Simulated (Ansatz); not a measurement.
What does this script print? It uses Ansatz 0.2.0, Python API.

Script `bde.py`:
```python
# -*- coding: utf-8 -*-
"""X-H bond energies and deprotonation of C2H2ClFO without relaxation."""

import logging
import sys

import ansatz as az

logging.basicConfig(stream=sys.stdout, format="%(levelname)s:%(name)s:%(message)s")
logger = logging.getLogger("run")
logger.setLevel(logging.INFO)

SETTINGS = {
    "basis_set": "6-31G",
    "functional": "r2scan",
}


def energy(molecule, charge=0, unpaired=0):
    calc = (
        molecule.calculation()
        .basis(gaussian=SETTINGS["basis_set"])
        .functional(SETTINGS["functional"])
    )
    if charge:
        calc = calc.charge(charge)
    if unpaired:
        calc = calc.spin("collinear", total=unpaired)
    report = calc.run(threads=1).report
    if report["published_state_doubts"]:
        print("  doubts:", report["published_state_doubts"])
    return report["free_energy_ev"]

GEOMETRY = """
O     0.40120    1.33010    0.66620
C     0.53020    0.04310    0.36510
C    -0.29970   -0.71160   -0.40290
F     0.12350   -2.00070   -0.58340
Cl   -1.68660   -0.08280   -1.13940
H    -0.46500    1.69030    0.21120
H     1.45760   -0.33640    0.83760
"""

def without(molecule, index):
    rest = az.Crystal.molecule()
    for i, site in enumerate(molecule.cartesian_sites):
        if i != index:
            rest = rest.atom(site.symbol, site.position_ang)
    return rest

mol = az.Crystal.molecule()
for line in GEOMETRY.strip().splitlines():
    symbol, *xyz = line.split()
    mol = mol.atom(symbol, [float(v) for v in xyz])

whole = energy(mol, 0)
hydrogen = energy(az.Crystal.molecule().atom("H", (0, 0, 0)), 0, 1)
logger.info(f"E(molecule) = {whole:.5f} eV, E(H) = {hydrogen:.5f} eV")
for index in [5, 6]:
    radical = energy(without(mol, index), 0, 1)
    logger.info(f"H{index}: homolysis {96.485332 * (radical + hydrogen - whole):.1f} kJ/mol")
    anion = energy(without(mol, index), -1)
    logger.info(f"H{index}: loss of a proton {96.485332 * (anion - whole):.1f} kJ/mol")
```

Running `python bde.py` prints:
```text
INFO:run:E(molecule) = -19384.16840 eV, E(H) = -13.55744 eV
INFO:run:H5: homolysis 325.0 kJ/mol
INFO:run:H5: loss of a proton 1484.2 kJ/mol
INFO:run:H6: homolysis 499.1 kJ/mol
INFO:run:H6: loss of a proton 1691.6 kJ/mol
```

Reading the output:
- The settings weren't tested for convergence.
- The geometry is a force-field or estimated start, not a minimum of this method, and the basis set is short of its limit. All parts are taken at fixed geometry, without zero-point energy.
- Anions want diffuse functions, which this basis lacks.
- It ran for 13 s on 1 thread of Intel(R) Xeon(R) Platinum 8488C (Sapphire Rapids), with other jobs on the host, peak memory 0.22 GiB.

(A comment or docstring line of the script was reworded after the run, the code is as it ran; lines on the test bed's own set-up are left out of the output.)
